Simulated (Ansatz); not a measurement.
# H9N3OSi2: the cost of one run

Program: Ansatz 0.2.0. Level of theory: RKS B3LYP/6-31G*. These are calculated values, not measurements.

### Step 1. Starting point

Bond lengths: Si1–O2 1.680 Å, O2–Si3 1.680 Å, Si3–H4 1.460 Å, Si3–H5 1.460 Å, Si3–H6 1.460 Å, Si1–N7 1.820 Å, N7–H8 1.060 Å, N7–H9 1.060 Å, Si1–N10 1.819 Å, N10–H11 1.060 Å, N10–H12 1.060 Å, Si1–N13 1.819 Å, N13–H14 1.060 Å, N13–H15 1.060 Å. Angles (14 of 22 angles, heavy atoms first): Si1–O2–Si3 125.0°, O2–Si1–N7 109.5°, O2–Si1–N10 109.5°, O2–Si1–N13 109.5°, N7–Si1–N10 109.5°, N7–Si1–N13 109.5°, N10–Si1–N13 109.5°, O2–Si3–H4 109.5°, O2–Si3–H5 109.5°, O2–Si3–H6 109.5°, Si1–N7–H8 120.0°, Si1–N7–H9 120.0°, Si1–N10–H11 120.0°, Si1–N10–H12 120.0°.

Coordinates:

```xyz
15

Si    0.0000    0.0000    0.0000
O     0.0000    0.0000    1.6800
Si   -1.3147   -0.4067    2.6436
H    -2.2390   -1.2403    1.8804
H    -0.8506   -1.1432    3.8157
H    -1.9987    0.8095    3.0733
N     1.7163    0.0000   -0.6061
H     2.2145   -0.9180   -0.7868
H     2.2175    0.9180   -0.7783
N    -0.8572    1.4851   -0.6061
H    -1.8773    1.4300   -0.8888
H    -0.3367    2.4058   -0.6766
N    -0.8572   -1.4851   -0.6061
H    -1.3922   -2.1014    0.0704
H    -0.8219   -1.7344   -1.6357
```

### Step 2. Preparing the start

Contents of input.yaml:

```yaml
crystal:
  periodic: [false, false, false]
  atoms:
    - { symbol: Si, position_ang: [0.0, 0.0, 0.0] }
    - { symbol: O, position_ang: [0.0, 0.0, 1.68] }
    - { symbol: Si, position_ang: [-1.3147, -0.4067, 2.6436] }
    - { symbol: H, position_ang: [-2.239, -1.2403, 1.8804] }
    - { symbol: H, position_ang: [-0.8506, -1.1432, 3.8157] }
    - { symbol: H, position_ang: [-1.9987, 0.8095, 3.0733] }
    - { symbol: "N", position_ang: [1.7163, 0.0, -0.6061] }
    - { symbol: H, position_ang: [2.2145, -0.918, -0.7868] }
    - { symbol: H, position_ang: [2.2175, 0.918, -0.7783] }
    - { symbol: "N", position_ang: [-0.8572, 1.4851, -0.6061] }
    - { symbol: H, position_ang: [-1.8773, 1.43, -0.8888] }
    - { symbol: H, position_ang: [-0.3367, 2.4058, -0.6766] }
    - { symbol: "N", position_ang: [-0.8572, -1.4851, -0.6061] }
    - { symbol: H, position_ang: [-1.3922, -2.1014, 0.0704] }
    - { symbol: H, position_ang: [-0.8219, -1.7344, -1.6357] }
basis:
  gaussian: { orbitals: "6-31G*" }
hamiltonian:
  xc: b3lyp
relax:
  f_tol: 0.02
  max_steps: 40
```

Command:

```
$ ansatz run input.yaml --threads 2 --pin off --max-ram 3072MiB --backend cpu --events-out ev --progress --plain --runs-dir out
```

**Question.** How long does this run take on 2 threads of Arm Neoverse V2, shared host, and how much memory does it need?

About 1.8 min, with a peak of 0.3 GiB.
